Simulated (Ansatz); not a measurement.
# Cr2B: further runs on the relaxed cell

The task here is to estimate one member of a computed series from the others.

Method: DFT PBEsol, scalar-relativistic, plane waves, PAW, in Ansatz 0.2.0.

### The starting structure

The structure is tetragonal, space group I4/mcm (No. 140). Conventional cell: a = 5.085 Å, b = 5.085 Å, c = 4.234 Å, α = 90.00°, β = 90.00°, γ = 90.00°. Cr (site symmetry m2m) is surrounded by 4 B at 2.17 Å and 3 Cr at 2.38 to 2.44 Å. Around B (site symmetry 422) lie 2 B at 2.12 Å and 8 Cr at 2.17 Å.

Structure file:

```
CELL_PARAMETERS angstrom
-2.54270 2.54270 2.11710
2.54270 -2.54270 2.11710
2.54270 2.54270 -2.11710
ATOMIC_POSITIONS crystal
Cr 0.66539 0.16539 0.83078
Cr 0.16539 0.33461 0.50000
Cr 0.33461 0.83461 0.16922
Cr 0.83461 0.66539 0.50000
B 0.25000 0.25000 0.00000
B 0.75000 0.75000 0.00000
```

It is the result of an earlier relaxation at this level (volume 9.13 Å³/atom; gap on the mesh: none (metal)).

Set-up of the first run:

File input.yaml:

```yaml
crystal:
  lattice:
    - [-2.5170167909, 2.5170167909, 2.0957109777]
    - [2.5170167909, -2.5170167909, 2.0957109777]
    - [2.5170167909, 2.5170167909, -2.0957109777]
  atoms:
    - { symbol: Cr, position: [0.6653880393, 0.1653880393, 0.8307760786] }
    - { symbol: Cr, position: [0.1653880393, 0.3346119607, 0.5] }
    - { symbol: Cr, position: [0.3346119607, 0.8346119607, 0.1692239214] }
    - { symbol: Cr, position: [0.8346119607, 0.6653880393, 0.5] }
    - { symbol: B, position: [0.25, 0.25, 0.0] }
    - { symbol: B, position: [0.75, 0.75, 0.0] }
basis:
  ecutwfc: 420
kpoints:
  mp_grid: { grid: [12, 12, 12] }
hamiltonian:
  xc: pbesol
scf:
  occupations: { method: gaussian, width: 0.1 }
output:
  forces: true
  stress: true
  eigenvalues: true
relax:
  adjacent_minimum: "off"
  f_tol: 0.01
  max_steps: 30
  cell: { stress_tol: 0.1, fix: [volume] }
```

Command:

```console
ansatz run input.yaml --threads 1 --pin off --max-ram 2560MiB --backend cpu --events-out ev --progress --plain --runs-dir out
```

Among the steps run: Point at V/V0 = 0.97; Volume × 1.03; Volume × 0.94; Volume × 1.06; The cell scaled to 0.91 of its volume; Point at V/V0 = 1.10; The cell scaled to 0.88 of its volume.

One table of the session follows, with a row left open; its other results are not shown here.

It belongs to the step «Equation of state». 

```
volume (Å³/atom)  energy above the lowest point (meV/atom)  pressure (GPa)
           8.030                                     159.7           52.22
           8.304                                         ?               ?
           8.578                                      35.6           22.10
           8.851                                       8.4           10.19
           9.125                                       0.0            0.00
           9.399                                       7.8           -8.73
           9.673                                      29.3          -16.20
          10.038                                      76.2          -24.49
```

Q: Estimate the row for volume (Å³/atom) = 8.304 from the others.

Worked estimate for «energy above the lowest point (meV/atom)». A straight line through the neighbours (8.030, 159.7) and (8.578, 35.6) gives 159.7 + (35.6 − 159.7) × (8.304 − 8.030) / (8.578 − 8.030) = 97.6; a parabola fitted to 3 rows on both sides gives 86.1.

The run gave: energy above the lowest point (meV/atom): 84.8; pressure (GPa): 35.99. In «energy above the lowest point (meV/atom)» the line misses by +12.8 and the parabola by +1.3.

Caveats from the session: Spin polarisation is off in the runs that give these values; a magnetic solution could lie lower.
